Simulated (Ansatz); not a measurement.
# In: the cost of one run

Computed with Ansatz 0.2.0 (DFT PBEsol, scalar-relativistic, unless a step's input says otherwise).

## 1. The system as given

It takes space group R-3m (No. 166, trigonal). Conventional cell: a = 3.339 Å, b = 3.339 Å, c = 24.622 Å, α = 90.00°, β = 90.00°, γ = 120.00°. In (site symmetry -3m) has 12 In at 3.34 to 3.35 Å as nearest neighbours. In (site symmetry 3m) is surrounded by 12 In at 3.34 to 3.35 Å.

Coordinates:

```xyz
3
Lattice="1.6696 0.9640 8.2075 -1.6696 0.9640 8.2075 0.0000 -1.9279 8.2075" Properties=species:S:1:pos:R:3 pbc="T T T"
In    0.0000    0.0000    0.0000
In    0.0000    0.0000   19.1565
In    0.0000    0.0000    5.4659
```

Atoms are numbered in the order of the input: In1, In2, In3.

## 2. After the deformation

Space group R-3m before, R-3m after.

## 3. Full-potential LAPW

The input, input.yaml:

```yaml
crystal:
  lattice:
    - [1.6696368166, 0.9639652655, 8.2895378825]
    - [-1.6696368166, 0.9639652655, 8.2895378825]
    - [0.0, -1.927930531, 8.2895378825]
  atoms:
    - { symbol: In, position: [0.0, 0.0, 0.0] }
    - { symbol: In, position: [0.77801224, 0.77801224, 0.77801224] }
    - { symbol: In, position: [0.22198776, 0.22198776, 0.22198776] }
kpoints:
  mp_grid: { grid: [14, 14, 14] }
  band_path:
    path:
      - [0.0, 0.0, 0.0]
      - [0.5, 0.5, 0.5]
      - [0.8243182267, 0.1756817733, 0.5]
      - [0.5, -0.1756817733, 0.1756817733]
      - [0.5, 0.0, 0.0]
      - [0.0, 0.0, 0.0]
      - [0.3378408867, -0.3378408867, 0.0]
      - [0.6621591133, 0.0, 0.3378408867]
      - [0.5, 0.0, 0.5]
    npoints: 5
scf:
  occupations: { method: fermi_dirac, width: 0.05 }
hamiltonian:
  xc: pbesol
  pseudopotentials: { kind: all_electron, lapw: { basis_error: 0.0005 } }
output:
  forces: true
  stress: true
  eigenvalues: true
```

The run is started by

```bash
$ ansatz run input.yaml --threads 1 --pin off --max-ram 6144MiB --backend cpu --events-out ev --progress --plain --runs-dir out
```

Q: Estimate wall time and peak memory on 1 thread of Intel Xeon Platinum 8375C at 2.90GHz (Ice Lake), shared host.

About 1.8 min, with a peak of 1.2 GiB.
